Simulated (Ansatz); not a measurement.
# Cl2I2Sn: the cost of one run

Program: Ansatz 0.2.0, Gaussian basis. Level of theory: the settings change from run to run. These are calculated values, not measurements.

**1. The molecule**

The structure was relaxed beforehand with PBE0-D4 in a triple-zeta def2 set. Sn, I take a core potential in def2 sets; no spin-orbit term is included.

SMILES `[Cl][Sn]([Cl])([I])[I]`, 5 atoms, charge 0, spin multiplicity 1.

Atoms are counted from 1 here; the program's logs count them from 0.

Bond lengths: Cl1–Sn2 2.305 Å, Sn2–Cl3 2.305 Å, Sn2–I4 2.646 Å, Sn2–I5 2.646 Å. Angles: Cl1–Sn2–Cl3 106.6°, Cl1–Sn2–I4 109.4°, Cl1–Sn2–I5 109.4°, Cl3–Sn2–I4 109.4°, Cl3–Sn2–I5 109.4°, I4–Sn2–I5 112.5°.

**2. B2PLYP/def2-SVP**

Set apart from the defaults: charge -1, multiplicity 2, density fitting with def2-universal-jkfit, high accuracy, the search for lower states set to light.

Contents of in.yaml:

```yaml
crystal:
  periodic: [false, false, false]
  atoms:
    - {symbol: Cl, position_ang: [-0.446926, -0.467767, 2.228072]}
    - {symbol: Sn, position_ang: [0.028242, -0.037726, 0.014177]}
    - {symbol: Cl, position_ang: [1.863877, -1.321495, -0.528448]}
    - {symbol: I, position_ang: [-2.027162, -0.768652, -1.482507]}
    - {symbol: I, position_ang: [0.631869, 2.522038, -0.272595]}
basis:
  gaussian: {orbitals: def2-SVP, fitting: {mean_field: def2-universal-jkfit}}
total_charge: -1
magnetization: {spin_polarized: true, initial_magnetization: 1}
hamiltonian: {xc: {name: B2PLYP}}
accuracy: high
scf: {lower_state_search: light}
```

On the command line:

```
$ ansatz run in.yaml --threads 4 --pin off --events-out ev --progress --plain --max-ram 11315MiB
```

What time and memory should one allow on 4 threads of Arm Neoverse V2, shared host?

About 9 s, with a peak of 0.55 GiB.
